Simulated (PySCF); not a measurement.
# CH₇FSi₂: NMR shifts, electronic excitations and K edges in gas and solvents

Aim: compute the NMR shifts, electronic excitations and K edges of CH₇FSi₂ (`FC[SiH2][SiH3]`), and see what a dielectric continuum does where one was used.

Programs: PySCF 2.14.0, with density-fitted response routines of our own. Each step states its level of theory. These are calculated values for one molecule, in the gas phase or a continuum, unless marked as measured. Atoms count from 0, in the outputs and in this text.

## Step 1: The starting structure

11 atoms, charge 0, multiplicity 1; geometry from: GFN2-xTB.

Bonds of the start (Å): F0–C1 1.38, C1–Si2 1.92, Si2–Si3 2.31, C1–H4 1.09, C1–H5 1.09, Si2–H6 1.47, Si2–H7 1.47, Si3–H8 1.47, Si3–H9 1.46, Si3–H10 1.47.

## Step 2: Relaxing the molecule at PBE0-D3(BJ)/def2-SVP

Job settings and geometry (Å):

```
{"job": {"xc": "PBE0", "basis": "def2-SVP", "d3": "d3bj", "grid": 1, "kind": "geom"}, "charge": 0, "multiplicity": 1}
F     -1.751840     1.271578    -0.551162
C     -1.611004    -0.104551    -0.563883
Si    -0.191629    -0.620535     0.626136
Si     1.749383     0.506271     0.062055
H     -2.583248    -0.514023    -0.279880
H     -1.413394    -0.379447    -1.603448
H     -0.692761    -0.343013     1.978231
H     -0.149918    -2.084536     0.495077
H      2.856022     0.061880     0.915468
H      1.636036     1.956867     0.220034
H      2.157778     0.252180    -1.324592
```

The log of the run:

```text
step   0  E = -720.43753510  max force = 0.018567
step   1  E = -720.44181941  max force = 0.003891
step   2  E = -720.44201070  max force = 0.001643
step   3  E = -720.44205258  max force = 0.000690
step   4  E = -720.44206233  max force = 0.000434
optimisation converged
```

Wall time 13 s (1 thread, shared host).

Relaxation path:

```csv
step,energy from step 0 (eV),largest force component (eV/Å)
0,0.0000,0.9548
1,-0.1166,0.2001
2,-0.1218,0.0845
3,-0.1229,0.0355
4,-0.1232,0.0223
```

Close pairs (by a distance rule), those that changed most:

```csv
bond,before (Å),after (Å),change (Å)
Si3–H9,1.464,1.493,+0.030
Si3–H8,1.466,1.496,+0.029
Si3–H10,1.468,1.496,+0.028
Si2–Si3,2.314,2.341,+0.027
Si2–H7,1.470,1.498,+0.027
Si2–H6,1.468,1.495,+0.027
C1–Si2,1.923,1.908,-0.015
C1–H4,1.093,1.104,+0.012
```

The final coordinates are the input of the step that follows.

```csv
at the end point,value
point group (found at 0.08 Å tolerance),C1
"rotational constants (GHz, main isotopes)","6.198, 2.404, 1.892"
dipole moment (D),1.49
```

## Step 3: Nuclear shieldings: PBE0/pcSseg-1 in cyclohexane

Job settings and geometry (Å):

```
{"job": {"kind": "nmr", "xc": "PBE0", "basis": "pcSseg-1", "solvent": "cyclohexane", "pop": true}, "charge": 0, "multiplicity": 1}
F     -1.675281     1.201751    -0.582040
C     -1.682308    -0.179531    -0.601251
Si    -0.410848    -0.827201     0.665496
Si     1.629735     0.239979     0.241750
H     -2.702250    -0.539941    -0.379429
H     -1.424543    -0.526152    -1.618101
H     -0.884214    -0.528678     2.051812
H     -0.297873    -2.311679     0.502977
H      2.699908    -0.282683     1.146226
H      1.492783     1.712390     0.450352
H      2.032561    -0.012383    -1.176927
```

Method: GIAO PBE0/pcSseg-1 NMR shielding, non-relativistic, IEF-PCM cyclohexane.

The log of the run:

```text
coarse grid: 9760 points
cycle   1  E = -720.6397832199  dE = -7.200e-02  |g| = 4.063e-01  |ddm| = 2.748e+00
cycle   2  E = -720.6221595630  dE =  1.762e-02  |g| = 5.560e-01  |ddm| = 6.375e-01
cycle   3  E = -720.6662525751  dE = -4.409e-02  |g| = 3.713e-02  |ddm| = 3.825e-01
cycle   4  E = -720.6664525911  dE = -2.000e-04  |g| = 1.407e-02  |ddm| = 3.109e-02
cycle   5  E = -720.6664976987  dE = -4.511e-05  |g| = 4.208e-03  |ddm| = 1.411e-02
cycle   6  E = -720.6665018359  dE = -4.137e-06  |g| = 4.066e-04  |ddm| = 4.187e-03
final grid: 84272 points
cycle   7  E = -720.6945258129  dE = -1.402e-05  |g| = 5.309e-03  |ddm| = 1.334e-02
cycle   8  E = -720.6945218553  dE =  3.958e-06  |g| = 7.021e-03  |ddm| = 8.102e-03
cycle   9  E = -720.6945318857  dE = -1.003e-05  |g| = 6.092e-04  |ddm| = 4.313e-03
cycle  10  E = -720.6945319363  dE = -5.060e-08  |g| = 1.791e-04  |ddm| = 5.769e-04
cycle  11  E = -720.6945319416  dE = -5.267e-09  |g| = 2.699e-05  |ddm| = 1.448e-04
cycle  12  E = -720.6945319417  dE = -1.502e-10  |g| = 5.702e-06  |ddm| = 3.594e-05
converged SCF energy = -720.6945319417

GIAO shielding tensors (ppm)
atom      isotropic    diamagn.    paramagn.     s11        s22        s33       span
  0 F      466.721     474.632      -7.911    410.498    476.893    512.773    102.275
  1 C      109.928     247.272    -137.344     60.072     83.991    185.721    125.649
  2 Si     421.592     880.069    -458.478    387.696    415.705    461.375     73.679
  3 Si     460.425     879.749    -419.324    453.647    462.244    465.383     11.736
  4 H       26.188      27.607      -1.419     21.898     26.095     30.572      8.674
  5 H       26.586      29.218      -2.632     22.401     26.401     30.957      8.556
  6 H       27.200      28.723      -1.523     23.969     25.302     32.331      8.362
  7 H       27.431      28.768      -1.336     24.452     25.246     32.596      8.143
  8 H       27.765      28.304      -0.538     24.681     25.318     33.297      8.615
  9 H       27.568      28.785      -1.217     24.266     25.923     32.515      8.249
 10 H       27.697      28.860      -1.163     24.664     25.559     32.867      8.203
```

Run time: 6.9 s. Hardware: 1 thread, shared host.

Shifts follow as δ = σ(reference) − σ, with reference shieldings (ppm) from runs at the same level and on the same kind of geometry: ¹H TMS 31.26, ¹³C TMS 184.8, ²⁹Si TMS 351.9, ¹⁹F CFCl3 178.6. The references are single molecules in the same continuum, so shifts against H2O, NH3, PH3, H3PO4 or CFCl3 are not on the usual liquid scales and can be off by tens of ppm. Atoms listed in one row are averaged.

```csv
atoms,environment,σ (ppm),δ (ppm)
C1,sp3 CH2 bonded to F and Si,109.9,74.9
"H4, H5",hydrogen on an sp3 CH2 bonded to F and Si,26.39,4.87
"H6, H7","hydrogen on a silicon bonded to C, Si",27.32,3.94
"H8, H9, H10",hydrogen on a silicon bonded to Si,27.68,3.58
F0,fluorine on an sp3 carbon,466.7,-288.2
Si2,"silicon bonded to C, Si, 2 H",421.6,-69.7
Si3,"silicon bonded to Si, 3 H",460.4,-108.5
```

Charges from the same density, by scheme (e):

```csv
atoms,Mulliken,IAO,Hirshfeld,ESP fit
F0,-0.35,-0.33,-0.13,-0.24
C1,-0.14,-0.22,-0.06,-0.01
Si2,0.28,0.45,0.24,0.29
Si3,0.20,0.27,0.21,0.16
```

Mayer bond orders: F0–C1 0.84, C1–Si2 0.91, Si2–Si3 0.92.

## Step 4: Shielding tensors: PBE0/pcSseg-1 in dichloromethane

Settings changed since step 3:

```diff
@@ -1,2 +1,2 @@
-{"job": {"kind": "nmr", "xc": "PBE0", "basis": "pcSseg-1", "solvent": "cyclohexane", "pop": true}, "charge": 0, "multiplicity": 1}
+{"job": {"kind": "nmr", "xc": "PBE0", "basis": "pcSseg-1", "solvent": "dichloromethane", "pop": false}, "charge": 0, "multiplicity": 1}
 F     -1.675281     1.201751    -0.582040
```

With the program's defaults for keys left out, this is: GIAO PBE0/pcSseg-1 NMR shielding, non-relativistic, IEF-PCM dichloromethane.

The log of the run:

```text
coarse grid: 9760 points
cycle   1  E = -720.6427891673  dE = -7.483e-02  |g| = 4.011e-01  |ddm| = 2.747e+00
cycle   2  E = -720.6276671375  dE =  1.512e-02  |g| = 5.364e-01  |ddm| = 5.905e-01
cycle   3  E = -720.6679795685  dE = -4.031e-02  |g| = 3.637e-02  |ddm| = 3.523e-01
cycle   4  E = -720.6681758155  dE = -1.962e-04  |g| = 1.345e-02  |ddm| = 3.023e-02
cycle   5  E = -720.6682167855  dE = -4.097e-05  |g| = 4.020e-03  |ddm| = 1.347e-02
cycle   6  E = -720.6682205353  dE = -3.750e-06  |g| = 3.664e-04  |ddm| = 3.942e-03
final grid: 84272 points
cycle   7  E = -720.6962435662  dE = -1.408e-05  |g| = 5.263e-03  |ddm| = 1.329e-02
cycle   8  E = -720.6962398846  dE =  3.682e-06  |g| = 6.909e-03  |ddm| = 7.918e-03
cycle   9  E = -720.6962495162  dE = -9.632e-06  |g| = 5.951e-04  |ddm| = 4.151e-03
cycle  10  E = -720.6962495638  dE = -4.762e-08  |g| = 1.708e-04  |ddm| = 5.414e-04
cycle  11  E = -720.6962495685  dE = -4.722e-09  |g| = 2.648e-05  |ddm| = 1.340e-04
cycle  12  E = -720.6962495687  dE = -1.401e-10  |g| = 5.287e-06  |ddm| = 3.428e-05
converged SCF energy = -720.6962495687

GIAO shielding tensors (ppm)
atom      isotropic    diamagn.    paramagn.     s11        s22        s33       span
  0 F      470.089     475.058      -4.969    413.455    481.193    515.618    102.163
  1 C      109.243     247.493    -138.250     58.685     82.826    186.217    127.531
  2 Si     420.985     880.001    -459.015    387.438    414.676    460.842     73.404
  3 Si     460.292     879.783    -419.490    453.003    462.383    465.491     12.487
  4 H       26.051      27.477      -1.426     21.760     25.942     30.451      8.691
  5 H       26.431      29.085      -2.654     22.239     26.242     30.814      8.575
  6 H       27.222      28.737      -1.515     23.993     25.334     32.339      8.345
  7 H       27.400      28.708      -1.308     24.418     25.198     32.584      8.166
  8 H       27.767      28.338      -0.571     24.695     25.317     33.290      8.595
  9 H       27.644      28.908      -1.263     24.375     26.013     32.545      8.170
 10 H       27.695      28.899      -1.205     24.675     25.549     32.860      8.185
```

Wall time 5.5 s (1 thread, shared host).

This run: δ C1 76.1, F0 -290.0, Si2 -69.2, Si3 -108.5, H4 5.00, H6 3.93 ppm (means over like atoms).

## Step 5: Excited states and response: CAM-B3LYP/def2-SVPD

Settings changed since step 4:

```diff
@@ -1,2 +1,2 @@
-{"job": {"kind": "nmr", "xc": "PBE0", "basis": "pcSseg-1", "solvent": "dichloromethane", "pop": false}, "charge": 0, "multiplicity": 1}
+{"job": {"kind": "uv", "xc": "CAM-B3LYP", "basis": "def2-SVPD", "dynamic": true, "nstates": 6, "ntriplets": 0}, "charge": 0, "multiplicity": 1}
 F     -1.675281     1.201751    -0.582040
```

Level: TDDFT CAM-B3LYP/def2-SVPD, vertical, gas phase, core orbitals frozen in the response.

The log of the run:

```text
coarse grid: 9760 points
cycle   1  E = -720.6736511605  dE = -9.522e-02  |g| = 4.197e-01  |ddm| = 3.419e+00
cycle   2  E = -720.6665167716  dE =  7.134e-03  |g| = 5.250e-01  |ddm| = 7.187e-01
cycle   3  E = -720.7096956188  dE = -4.318e-02  |g| = 3.670e-02  |ddm| = 3.251e-01
cycle   4  E = -720.7100063223  dE = -3.107e-04  |g| = 8.674e-03  |ddm| = 7.204e-02
cycle   5  E = -720.7100317731  dE = -2.545e-05  |g| = 2.140e-03  |ddm| = 2.346e-02
cycle   6  E = -720.7100333816  dE = -1.608e-06  |g| = 4.120e-04  |ddm| = 4.381e-03
final grid: 84272 points
cycle   7  E = -720.8026189584  dE = -9.126e-06  |g| = 2.692e-03  |ddm| = 2.575e-02
cycle   8  E = -720.8026183869  dE =  5.716e-07  |g| = 3.414e-03  |ddm| = 5.030e-03
cycle   9  E = -720.8026202914  dE = -1.904e-06  |g| = 1.558e-04  |ddm| = 2.064e-03
cycle  10  E = -720.8026202962  dE = -4.818e-09  |g| = 9.350e-05  |ddm| = 2.633e-04
cycle  11  E = -720.8026202984  dE = -2.163e-09  |g| = 9.533e-06  |ddm| = 1.180e-04
cycle  12  E = -720.8026202984  dE = -4.354e-11  |g| = 2.600e-06  |ddm| = 2.030e-05
converged SCF energy = -720.8026202984

Static polarisability (au): isotropic 73.065, principal 64.994 69.986 84.216

Singlet excitations
state   eV       nm        f      main configurations
  1   7.2133    171.9   0.03961   H->L 0.75, H->L+2 0.11
  2   7.5071    165.2   0.02736   H->L+3 0.68, H->L+2 0.19
  3   7.7110    160.8   0.10820   H->L+1 0.67, H-1->L 0.11, H->L+2 0.10
  4   7.8520    157.9   0.02955   H-1->L 0.57, H->L+1 0.20
  5   7.8743    157.5   0.09127   H->L+2 0.29, H->L+3 0.20, H->L+4 0.16
  6   8.2300    150.6   0.17618   H->L+4 0.63, H->L+2 0.12, H->L+5 0.10
```

Wall time 12 s (1 thread, shared host).

Frontier orbitals and where they lie:

```csv
orbital,eV,atoms
HOMO−3,-11.32,"Si3 41 %, H8 31 %, H10 12 %"
HOMO−2,-10.95,"Si3 24 %, Si2 21 %, H9 16 %"
HOMO−1,-10.27,"F0 24 %, C1 23 %, Si2 23 %"
HOMO,-9.56,"Si3 31 %, Si2 30 %, C1 12 %"
LUMO,0.89,"Si2 28 %, C1 16 %, Si3 15 %"
LUMO+1,1.09,"Si3 40 %, Si2 14 %, H8 9 %"
LUMO+2,1.31,"Si2 29 %, Si3 25 %, H6 11 %"
```

With each of the 6 states as a Gaussian band of 0.4 eV half-width at 1/e, the curve within the window shown has maxima at 156 nm (ε 13,000) L/(mol cm). Beyond the last state computed it falls off for lack of states. The curve at chosen wavelengths:

| nm | ε (L/mol/cm) |
| --- | --- |
| 145 | 4452 |
| 147 | 6740 |
| 148 | 7879 |
| 150 | 9899 |
| 152 | 11377 |
| 153 | 11886 |
| 155 | 12452 |
| 157 | 12430 |
| 158 | 12202 |
| 160 | 11339 |
| 162 | 10037 |
| 163 | 9281 |
| 165 | 7700 |
| 167 | 6189 |
| 169 | 4871 |
| 170 | 4298 |
| 172 | 3315 |
| 174 | 2520 |
| 175 | 2180 |
| 177 | 1599 |
| 179 | 1133 |
| 180 | 940 |
| 182 | 626 |
| 184 | 398 |
| 185 | 312 |
| 187 | 185 |

Further results of this job:

```csv
property,computed
dipole moment (D),1.61
polarisability (Å³),10.83
HOMO–LUMO gap (eV),10.45
−ε(HOMO) (eV),9.56
C6 with itself (au),1847
```

[end of part 1 of 2]
